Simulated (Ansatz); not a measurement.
# Ga (Ga, A15): the cost of one run

Computed with Ansatz 0.2.0 (DFT r2SCAN, plane waves (500 eV) with PAW, scalar-relativistic; PBE-made PAW files, unless a step says otherwise).

## Step 1: Starting point

Symmetry: Pm-3n, No. 223, cubic system. Conventional cell: a = 5.392 Å, b = 5.392 Å, c = 5.392 Å, α = 90.00°, β = 90.00°, γ = 90.00°. Around Ga (site symmetry m-3) lie 12 Ga at 3.01 Å. Ga (site symmetry -4m2) is surrounded by 6 Ga at 2.70 to 3.01 Å.

Coordinates:

```
CELL_PARAMETERS angstrom
5.39194 0.00000 0.00000
0.00000 5.39194 0.00000
0.00000 0.00000 5.39194
ATOMIC_POSITIONS crystal
Ga 0.00000 0.00000 0.00000
Ga 0.50000 0.50000 0.50000
Ga 0.25000 0.00000 0.50000
Ga 0.75000 0.00000 0.50000
Ga 0.50000 0.25000 0.00000
Ga 0.50000 0.75000 0.00000
Ga 0.00000 0.50000 0.25000
Ga 0.00000 0.50000 0.75000
```

## Step 2: Relaxing cell and atoms

input.yaml

```yaml
crystal:
  lattice:
    - [5.3919379051, 0.0, 0.0]
    - [0.0, 5.3919379051, 0.0]
    - [0.0, 0.0, 5.3919379051]
  atoms:
    - { symbol: Ga, position: [0.0, 0.0, 0.0] }
    - { symbol: Ga, position: [0.5, 0.5, 0.5] }
    - { symbol: Ga, position: [0.25, 0.0, 0.5] }
    - { symbol: Ga, position: [0.75, 0.0, 0.5] }
    - { symbol: Ga, position: [0.5, 0.25, 0.0] }
    - { symbol: Ga, position: [0.5, 0.75, 0.0] }
    - { symbol: Ga, position: [0.0, 0.5, 0.25] }
    - { symbol: Ga, position: [0.0, 0.5, 0.75] }
hamiltonian:
  xc: r2scan
  pseudopotentials:
    kind: paw
    azcp:
      Ga: "pseudopotentials/Ga.paw.azcp"
basis:
  ecutwfc: 500
  fft_grid_basis: typed
kpoints:
  mp_grid: { grid: [5, 5, 5], shift: [0, 0, 0] }
magnetization:
  spin_polarized: false
scf:
  occupations: { method: fermi_dirac, width: 0.1 }
relax:
  max_steps: 60
  f_tol: 0.01
  cell: {}
```

**Question.** How long does this run take on 2 threads of an x86-64 CPU, shared host, and how much memory does it need?

About 53 s, with a peak of 0.93 GiB.
